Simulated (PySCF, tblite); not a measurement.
# C₆H₅FO₂: excited states, first hyperpolarisability

What do calculations give for the excited states, first hyperpolarisability of C₆H₅FO₂ (`CC(=O)c1ccc(F)o1`)?

Computed with tblite 0.8.0 and PySCF 2.14.0 and routines of our own; the level stands in each step. Atoms count from 0.

## 1. The starting structure

14 atoms, charge 0, multiplicity 1; geometry from: force field or distance geometry start.

## 2. Relaxing the molecule with GFN2-xTB

The job: settings as JSON, then the geometry in Å.

```
{"job": {"kind": "relax", "xc": "GFN2-xTB", "basis": "xTB"}, "charge": 0, "multiplicity": 1}
C     -2.294700     0.743500     0.131200
C     -1.375900    -0.380100    -0.196200
O     -1.896400    -1.461300    -0.547500
C      0.068300    -0.253300    -0.092700
C      1.051500    -1.202000    -0.332200
C      2.247400    -0.568600    -0.088900
C      1.979300     0.712300     0.303800
F      2.884400     1.682200     0.658800
O      0.678100     0.834300     0.292400
H     -1.834100     1.248900     1.028500
H     -2.275000     1.486900    -0.700100
H     -3.314800     0.382100     0.368700
H      0.863300    -2.212500    -0.659700
H      3.217700    -1.012800    -0.188100
```

Command:

```bash
> OMP_NUM_THREADS=1 python excited_run.py task.json out
```

The driver reads the jobs from task.json and runs them one after another.

What it wrote:

```text
step      E/eV     max force
  0    -767.90273    4.592
  1    -768.23551    3.231
  2    -768.33464    1.242
  3    -768.38360    0.543
  4    -768.41012    0.411
  5    -768.41889    0.307
  6    -768.42505    0.168
  7    -768.42842    0.198
  8    -768.43167    0.218
  9    -768.43417    0.172
 10    -768.43569    0.105
 11    -768.43660    0.103
 12    -768.43734    0.107
 13    -768.43826    0.117
 14    -768.43954    0.103
 15    -768.44098    0.085
 16    -768.44228    0.084
 17    -768.44343    0.110
 18    -768.44468    0.126
 19    -768.44613    0.111
 20    -768.44750    0.081
 21    -768.44851    0.079
 22    -768.44923    0.074
 23    -768.44975    0.065
 24    -768.45012    0.045
 25    -768.45038    0.043
 26    -768.45057    0.051
 27    -768.45072    0.038
 28    -768.45082    0.025
 29    -768.45089    0.028
 30    -768.45095    0.028
 31    -768.45103    0.034
 32    -768.45112    0.028
 33    -768.45118    0.023
 34    -768.45122    0.023
 35    -768.45127    0.021
 36    -768.45133    0.024
 37    -768.45140    0.023
 38    -768.45149    0.028
 39    -768.45159    0.032
 40    -768.45172    0.034
 41    -768.45190    0.041
 42    -768.45214    0.044
 43    -768.45244    0.044
 44    -768.45278    0.050
 45    -768.45310    0.046
 46    -768.45337    0.040
 47    -768.45359    0.038
 48    -768.45377    0.038
 49    -768.45394    0.041
 50    -768.45410    0.041
 51    -768.45422    0.042
 52    -768.45430    0.028
 53    -768.45437    0.023
 54    -768.45443    0.019
 55    -768.45447    0.013
 56    -768.45449    0.013
 57    -768.45450    0.012
 58    -768.45452    0.015
 59    -768.45457    0.024
 60    -768.45465    0.032
 61    -768.45476    0.029
 62    -768.45484    0.024
 63    -768.45488    0.020
 64    -768.45492    0.017
 65    -768.45495    0.018
 66    -768.45502    0.019
 67    -768.45505    0.020
 68    -768.45511    0.021
 69    -768.45518    0.025
 70    -768.45527    0.027
 71    -768.45536    0.023
 72    -768.45543    0.022
 73    -768.45549    0.023
 74    -768.45553    0.021
 75    -768.45557    0.016
 76    -768.45560    0.015
 77    -768.45565    0.021
 78    -768.45574    0.030
 79    -768.45586    0.034
 80    -768.45595    0.031
 81    -768.45606    0.017
 82    -768.45610    0.015
 83    -768.45612    0.014
 84    -768.45614    0.011
 85    -768.45616    0.013
 86    -768.45618    0.011
 87    -768.45618    0.005
```

It took 0.45 s on 1 thread of Arm Neoverse V1, shared host; peak memory 0.18 GiB.

The steps of the relaxation: (not every step is listed)

| step | energy from step 0 (eV) | largest force (eV/Å) |
| --- | --- | --- |
| 0 | 0.0000 | 4.5917 |
| 1 | -0.3328 | 3.2315 |
| 2 | -0.4319 | 1.2420 |
| 3 | -0.4809 | 0.5432 |
| 4 | -0.5074 | 0.4105 |
| 5 | -0.5162 | 0.3072 |
| 6 | -0.5223 | 0.1683 |
| 7 | -0.5257 | 0.1980 |
| 8 | -0.5289 | 0.2181 |
| 15 | -0.5382 | 0.0848 |
| 22 | -0.5465 | 0.0742 |
| 29 | -0.5482 | 0.0284 |
| 36 | -0.5486 | 0.0238 |
| 43 | -0.5497 | 0.0442 |
| 50 | -0.5514 | 0.0406 |
| 57 | -0.5518 | 0.0124 |
| 64 | -0.5522 | 0.0172 |
| 71 | -0.5526 | 0.0234 |
| 78 | -0.5530 | 0.0297 |
| 82 | -0.5534 | 0.0151 |
| 83 | -0.5534 | 0.0140 |
| 84 | -0.5534 | 0.0112 |
| 85 | -0.5534 | 0.0132 |
| 86 | -0.5534 | 0.0114 |
| 87 | -0.5534 | 0.0055 |

Close pairs (by a distance rule), those that changed most:

| bond | before (Å) | after (Å) | change (Å) |
| --- | --- | --- | --- |
| C3–O8 | 1.305 | 1.364 | +0.059 |
| C6–F7 | 1.373 | 1.323 | -0.051 |
| C1–O2 | 1.250 | 1.210 | -0.040 |
| C0–H9 | 1.128 | 1.088 | -0.040 |
| C4–C5 | 1.375 | 1.411 | +0.036 |
| C0–H10 | 1.115 | 1.088 | -0.028 |
| C0–H11 | 1.108 | 1.086 | -0.022 |
| C6–O8 | 1.307 | 1.327 | +0.020 |

The end geometry stands in the next job.

## 3. Harmonic vibrations with GFN2-xTB

The job: settings as JSON, then the geometry in Å.

```
{"job": {"kind": "ir", "xc": "GFN2-xTB", "basis": "xTB"}, "charge": 0, "multiplicity": 1}
C     -2.195016     0.771205     0.171000
C     -1.414140    -0.468942    -0.168254
O     -1.920752    -1.522074    -0.482067
C      0.041773    -0.318275    -0.092017
C      1.040309    -1.232353    -0.332370
C      2.266508    -0.569328    -0.114464
C      1.908195     0.695923     0.240958
F      2.655731     1.740245     0.556681
O      0.593850     0.877556     0.263724
H     -1.954670     1.089735     1.183072
H     -1.915928     1.575516    -0.506171
H     -3.259372     0.571080     0.089367
H      0.894945    -2.251052    -0.627000
H      3.257891    -0.959709    -0.204625
```

What it wrote:

```text
mode    cm-1     km/mol
  1      66.0     11.53
  2     103.4      0.13
  3     140.3      0.58
  4     141.9      7.04
  5     307.2      1.51
  6     356.8      2.70
  7     363.3      0.44
  8     500.3      5.27
  9     525.7      4.43
 10     605.7     15.37
 11     621.6     41.25
 12     645.0      0.80
 13     668.6      7.44
 14     816.8     24.21
 15     851.9      2.99
 16     926.2     20.18
 17     982.5     28.10
 18     991.6     20.77
 19     999.5     32.58
 20    1035.8     35.54
 21    1100.2     33.31
 22    1166.6     26.19
 23    1265.7    132.44
 24    1278.5     80.38
 25    1365.7     46.96
 26    1375.6     35.98
 27    1443.7      4.45
 28    1448.2     11.31
 29    1485.8    373.67
 30    1597.1    145.92
 31    1732.9    338.65
 32    3028.5      5.85
 33    3036.7      2.73
 34    3066.2      9.98
 35    3195.4      0.60
 36    3206.5      0.38
```

Wall time 0.39 s (1 thread of Arm Neoverse V1, shared host); peak memory 0.18 GiB.

Which atoms move in the most intense modes:

| cm⁻¹ | km/mol | atoms |
| --- | --- | --- |
| 622 | 41.2 | C0 22 %, F7 15 %, O2 15 %, C1 14 % |
| 1266 | 132.4 | C6 34 %, C4 19 %, C5 12 %, O8 11 % |
| 1278 | 80.4 | C3 41 %, C1 15 %, O8 14 %, C6 13 % |
| 1366 | 47.0 | H10 26 %, H9 26 %, H11 19 %, C0 18 % |
| 1376 | 36.0 | C5 29 %, C4 25 %, C6 17 % |
| 1486 | 373.7 | C3 48 %, C4 22 %, C6 19 % |
| 1597 | 145.9 | C6 48 %, C5 26 %, C4 10 % |
| 1733 | 338.6 | C1 61 %, O2 37 % |

## 4. Excited states: TDA wB97X-D/def2-SVP

Settings changed since step 3:

```diff
@@ -1,2 +1,2 @@
-{"job": {"kind": "ir", "xc": "GFN2-xTB", "basis": "xTB"}, "charge": 0, "multiplicity": 1}
+{"job": {"kind": "states", "xc": "wB97X-D", "basis": "def2-SVP", "tda": true, "soc": true, "nstates": 5, "ntriplets": 5, "nquad": 4}, "charge": 0, "multiplicity": 1}
 C     -2.195016     0.771205     0.171000
```

Method: TDA wB97X-D/def2-SVP excited states, vertical, gas phase, spin-orbit mean-field couplings.

What it wrote:

```text
coarse grid: 12880 points
cycle   1  E = -481.0658696394  dE =  2.153e+00  |g| = 1.064e+00  |ddm| = 4.299e+00
cycle   2  E = -480.8339620848  dE =  2.319e-01  |g| = 1.582e+00  |ddm| = 3.375e+00
cycle   3  E = -481.3064913411  dE = -4.725e-01  |g| = 1.536e-01  |ddm| = 2.340e+00
cycle   4  E = -481.3102397617  dE = -3.748e-03  |g| = 8.466e-02  |ddm| = 1.974e-01
cycle   5  E = -481.3117071367  dE = -1.467e-03  |g| = 1.716e-02  |ddm| = 9.909e-02
cycle   6  E = -481.3117920947  dE = -8.496e-05  |g| = 8.075e-03  |ddm| = 3.410e-02
cycle   7  E = -481.3118157949  dE = -2.370e-05  |g| = 2.722e-03  |ddm| = 1.757e-02
cycle   8  E = -481.3118195025  dE = -3.708e-06  |g| = 1.144e-03  |ddm| = 9.768e-03
final grid: 128128 points
cycle   9  E = -481.3924346438  dE = -8.643e-05  |g| = 7.393e-03  |ddm| = 5.449e-02
cycle  10  E = -481.3924340306  dE =  6.132e-07  |g| = 8.183e-03  |ddm| = 1.589e-02
cycle  11  E = -481.3924448914  dE = -1.086e-05  |g| = 6.919e-04  |ddm| = 6.109e-03
cycle  12  E = -481.3924449894  dE = -9.804e-08  |g| = 4.047e-04  |ddm| = 1.610e-03
cycle  13  E = -481.3924450277  dE = -3.829e-08  |g| = 1.213e-04  |ddm| = 5.539e-04
cycle  14  E = -481.3924450316  dE = -3.843e-09  |g| = 3.454e-05  |ddm| = 2.333e-04
cycle  15  E = -481.3924450323  dE = -7.315e-10  |g| = 2.084e-05  |ddm| = 1.062e-04
converged SCF energy = -481.3924450323

Singlet excitations
state   eV       nm        f     d(h-e)  d(exc)  Lambda  PR(NTO)  |dmu|/D   mu/D   main configurations
  1   4.1529   298.5   0.00006   1.066   2.493   0.453   1.003    2.823    1.173   H-1->L 0.93
  2   5.5672   222.7   0.48492   1.220   2.895   0.716   1.104    2.987    4.869   H->L 0.94
  3   6.8878   180.0   0.02835   0.589   2.853   0.657   1.604    1.659    3.292   H-2->L 0.71, H->L+1 0.20
  4   7.9041   156.9   0.00251   1.904   3.106   0.355   1.274    4.816    3.058   H-1->L+1 0.45, H-1->L+2 0.33
  5   7.9624   155.7   0.16355   0.366   2.741   0.728   1.541                     H->L+1 0.69, H-2->L 0.15

Triplet excitations (Tamm-Dancoff)
state   eV     d(h-e)  d(exc)  Lambda  PR(NTO)   main configurations
  1   3.3453   0.416   2.592   0.720   1.053   H->L 0.92
  2   3.6388   0.998   2.433   0.451   1.004   H-1->L 0.91
  3   5.2918   0.294   2.354   0.697   1.871   H-2->L 0.46, H->L+1 0.44
  4   5.8957   0.510   2.603   0.679   1.869   H-2->L 0.37, H->L+1 0.27, H-3->L 0.21
  5   6.2439   0.327   2.429   0.681   1.759   H-3->L 0.42, H->L+2 0.16, H->L+1 0.14
S1 - T1 = 0.8076 eV

Spin-orbit couplings |<S|Hso|T>| (cm-1)
             T1       T2       T3       T4       T5
S0        0.016   47.440    0.193    0.045    0.255
S1       19.541    0.150   12.475   21.086   27.652
S2        0.019   17.360    0.057    0.014    0.083
S3        0.057    5.219    0.011    0.023    0.021
S4        3.411    0.401   10.597    8.172    8.321
S5        0.055    2.382    0.038    0.022    0.044
T1 sublevels (cm-1): 0.000 0.000 0.097   radiative rates (1/s): 0.00048 0.00179 0.91
```

It took 22 s on 1 thread of Arm Neoverse V1, shared host; peak memory 0.76 GiB.

Key values:

| quantity | value |
| --- | --- |
| S1 less T1 | 0.81 eV |

## 5. Excited states: TDDFT CAM-B3LYP/def2-SVPD

Settings changed since step 4:

```diff
@@ -1,2 +1,2 @@
-{"job": {"kind": "states", "xc": "wB97X-D", "basis": "def2-SVP", "tda": true, "soc": true, "nstates": 5, "ntriplets": 5, "nquad": 4}, "charge": 0, "multiplicity": 1}
+{"job": {"kind": "states", "xc": "CAM-B3LYP", "basis": "def2-SVPD", "tpa": true, "nstates": 6, "nquad": 5, "ntriplets": 0}, "charge": 0, "multiplicity": 1}
 C     -2.195016     0.771205     0.171000
```

With the program's defaults for keys left out, this is: TDDFT CAM-B3LYP/def2-SVPD excited states, vertical, gas phase, two-photon moments by quadratic response.

What it wrote:

```text
coarse grid: 12880 points
cycle   1  E = -481.0606836733  dE =  2.085e+00  |g| = 1.021e+00  |ddm| = 8.289e+00
cycle   2  E = -480.7256757857  dE =  3.350e-01  |g| = 1.699e+00  |ddm| = 5.315e+00
cycle   3  E = -481.2791148129  dE = -5.534e-01  |g| = 1.802e-01  |ddm| = 3.947e+00
cycle   4  E = -481.2839825670  dE = -4.868e-03  |g| = 9.602e-02  |ddm| = 3.869e-01
cycle   5  E = -481.2857443623  dE = -1.762e-03  |g| = 1.973e-02  |ddm| = 1.573e-01
cycle   6  E = -481.2858275828  dE = -8.322e-05  |g| = 8.762e-03  |ddm| = 4.552e-02
cycle   7  E = -481.2858507492  dE = -2.317e-05  |g| = 3.013e-03  |ddm| = 2.791e-02
cycle   8  E = -481.2858539114  dE = -3.162e-06  |g| = 1.276e-03  |ddm| = 1.236e-02
final grid: 128128 points
cycle   9  E = -481.3818229793  dE = -3.788e-05  |g| = 4.751e-03  |ddm| = 1.242e-01
cycle  10  E = -481.3818210564  dE =  1.923e-06  |g| = 6.005e-03  |ddm| = 1.730e-02
cycle  11  E = -481.3818275846  dE = -6.528e-06  |g| = 8.066e-04  |ddm| = 7.769e-03
cycle  12  E = -481.3818276992  dE = -1.146e-07  |g| = 2.634e-04  |ddm| = 1.631e-03
cycle  13  E = -481.3818277113  dE = -1.202e-08  |g| = 1.285e-04  |ddm| = 6.197e-04
cycle  14  E = -481.3818277148  dE = -3.570e-09  |g| = 1.719e-05  |ddm| = 2.587e-04
cycle  15  E = -481.3818277150  dE = -1.454e-10  |g| = 1.293e-05  |ddm| = 6.312e-05
converged SCF energy = -481.3818277150

Singlet excitations
state   eV       nm        f     d(h-e)  d(exc)  Lambda  PR(NTO)  |dmu|/D   mu/D   delta(TPA)   sigma/GM   main configurations
  1   4.1320   300.1   0.00009   1.061   2.520   0.451   1.006    2.850    0.981        0.02      0.000   H-1->L 0.93
  2   5.0586   245.1   0.34649   1.085   2.876   0.701   1.158    2.983    5.010      361.69      3.391   H->L 0.97
  3   6.5172   190.2   0.00085   0.889   3.521   0.328   1.019    3.720    1.933       10.95      0.170   H->L+1 0.91
  4   6.5966   188.0   0.01059   0.626   2.905   0.639   1.666    1.861    3.761      232.79      3.711   H-2->L 0.75, H->L+3 0.20
  5   7.2903   170.1   0.09986   0.109   2.755   0.683   1.603    0.456    2.517      191.52      3.729   H->L+3 0.75, H-2->L 0.18
  6   7.4718   165.9   0.02222   0.930   3.474   0.202   1.036                                            H-1->L+1 0.60, H-1->L+2 0.24
```

It took 56 s on 1 thread of Arm Neoverse V1, shared host; peak memory 0.96 GiB.

## 6. First hyperpolarisability: quadratic response BHandHLYP/def2-SVPD

Settings changed since step 5:

```diff
@@ -1,2 +1,2 @@
-{"job": {"kind": "states", "xc": "CAM-B3LYP", "basis": "def2-SVPD", "tpa": true, "nstates": 6, "nquad": 5, "ntriplets": 0}, "charge": 0, "multiplicity": 1}
+{"job": {"kind": "beta", "xc": "BHandHLYP", "basis": "def2-SVPD", "wavelengths": [1064, 800]}, "charge": 0, "multiplicity": 1}
 C     -2.195016     0.771205     0.171000
```

Method: quadratic response BHandHLYP/def2-SVPD first hyperpolarisability, Taylor convention, gas phase.

What it wrote:

```text
coarse grid: 12880 points
cycle   1  E = -481.0486845559  dE =  2.129e+00  |g| = 9.624e-01  |ddm| = 7.374e+00
cycle   2  E = -480.8383400250  dE =  2.103e-01  |g| = 1.448e+00  |ddm| = 4.775e+00
cycle   3  E = -481.2487564218  dE = -4.104e-01  |g| = 1.576e-01  |ddm| = 3.465e+00
cycle   4  E = -481.2525801149  dE = -3.824e-03  |g| = 8.722e-02  |ddm| = 3.612e-01
cycle   5  E = -481.2540809703  dE = -1.501e-03  |g| = 1.617e-02  |ddm| = 1.501e-01
cycle   6  E = -481.2541392346  dE = -5.826e-05  |g| = 7.093e-03  |ddm| = 3.995e-02
cycle   7  E = -481.2541547587  dE = -1.552e-05  |g| = 2.499e-03  |ddm| = 2.352e-02
cycle   8  E = -481.2541567772  dE = -2.018e-06  |g| = 1.015e-03  |ddm| = 1.042e-02
final grid: 128128 points
cycle   9  E = -481.3161661631  dE = -2.197e-05  |g| = 3.370e-03  |ddm| = 1.145e-01
cycle  10  E = -481.3161658639  dE =  2.991e-07  |g| = 3.827e-03  |ddm| = 1.373e-02
cycle  11  E = -481.3161686666  dE = -2.803e-06  |g| = 5.692e-04  |ddm| = 5.626e-03
cycle  12  E = -481.3161687254  dE = -5.871e-08  |g| = 2.106e-04  |ddm| = 1.239e-03
cycle  13  E = -481.3161687339  dE = -8.514e-09  |g| = 8.001e-05  |ddm| = 5.264e-04
cycle  14  E = -481.3161687353  dE = -1.441e-09  |g| = 1.477e-05  |ddm| = 1.667e-04
cycle  15  E = -481.3161687354  dE = -8.981e-11  |g| = 1.032e-05  |ddm| = 5.624e-05
converged SCF energy = -481.3161687354

Lowest singlets (eV, f): 4.3563 0.0001  5.1588 0.3578  6.6084 0.0010

First hyperpolarisability (au)
process     nm      |vector|   parallel      HRS      DR
static         -      513.69     300.74     216.97   4.689
shg       1064.0      683.34     398.14     288.03   4.753
eope      1064.0      561.64     328.29          -       -
shg        800.0      890.65      516.9     374.67   4.812
eope       800.0      603.73     352.46          -       -
```

Wall time 36 s (1 thread of Arm Neoverse V1, shared host); peak memory 0.88 GiB.

## 7. What came out

| quantity | value |
| --- | --- |
| strongest single infrared mode (GFN2-xTB) | 1486 cm⁻¹, 374 km/mol |
| zero-point energy (GFN2-xTB) | 60.7 kcal/mol |
| S1 less T1 (step 4, TDA wB97X-D/def2-SVP) | 0.81 eV |
| β vector (step 6, quadratic response BHandHLYP/def2-SVPD) | static 514, SHG 1064.0 nm 683, SHG 800.0 nm 891 au |

All 36 modes are real, so the xTB geometry is a minimum. The strongest single mode, at 1486 cm⁻¹, has its largest shares on C3, C4 and C6 (the list is cut at 3 atoms). GFN2-xTB is a fitted tight-binding method: band positions and strengths are rough. Its intensities can rank the bands wrongly. In step 4, the number of triplets below S1 is 2, and the largest singlet-triplet spin-orbit coupling is S0–T2, 47.44 cm⁻¹. β grows from 514 au (static) to 891 au for doubling at 800.0 nm: normal dispersion, which grows as twice the photon energy moves toward the bright states.
